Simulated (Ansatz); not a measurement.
# CH4BFGe: the cost of one run

Computed with Ansatz 0.2.0, Gaussian basis. Level: the settings change from run to run.

### Step 1. The geometry

The structure was relaxed beforehand with PBE0-D4 in a triple-zeta def2 set.

8 atoms, charge 0, spin multiplicity 1.

Atoms are counted from 1 here; the program's logs count them from 0.

Bond lengths: F1–C2 1.330 Å, C2–B3 1.464 Å, C2–H5 1.090 Å, B3–Ge4 1.934 Å, B3–H6 1.189 Å, Ge4–H7 1.541 Å, Ge4–H8 1.541 Å. Angles: F1–C2–B3 123.9°, F1–C2–H5 109.3°, B3–C2–H5 126.8°, C2–B3–Ge4 104.5°, C2–B3–H6 128.3°, Ge4–B3–H6 127.2°, B3–Ge4–H7 121.6°, B3–Ge4–H8 131.0°, H7–Ge4–H8 107.4°.

### Step 2. BHLYP/x2c-TZVPPall

This run has D3(BJ) dispersion, high accuracy.

Contents of in.yaml:

```yaml
crystal:
  periodic: [false, false, false]
  atoms:
    - {symbol: F, position_ang: [-1.966203, 1.648068, -0.364660]}
    - {symbol: C, position_ang: [-0.967911, 0.864720, 0.033880]}
    - {symbol: B, position_ang: [-0.206830, -0.008151, -0.862166]}
    - {symbol: Ge, position_ang: [1.080880, -0.880378, 0.288103]}
    - {symbol: H, position_ang: [-0.823053, 0.983969, 1.108037]}
    - {symbol: H, position_ang: [-0.341550, -0.158689, -2.033613]}
    - {symbol: H, position_ang: [1.142309, -0.587528, 1.800188]}
    - {symbol: H, position_ang: [2.174458, -1.919109, -0.025570]}
basis:
  gaussian: {orbitals: x2c-TZVPPall}
hamiltonian: {xc: {name: BHLYP}, dispersion: d3bj}
accuracy: high
output: {forces: true}
```

Command:

```
$ ansatz run in.yaml --threads 2 --pin off --events-out ev --progress --plain --max-ram 4352MiB
```

Q: Estimate wall time and peak memory on 2 threads of Intel Xeon Platinum 8488C, shared host.

About 15 s, with a peak of 1 GiB.
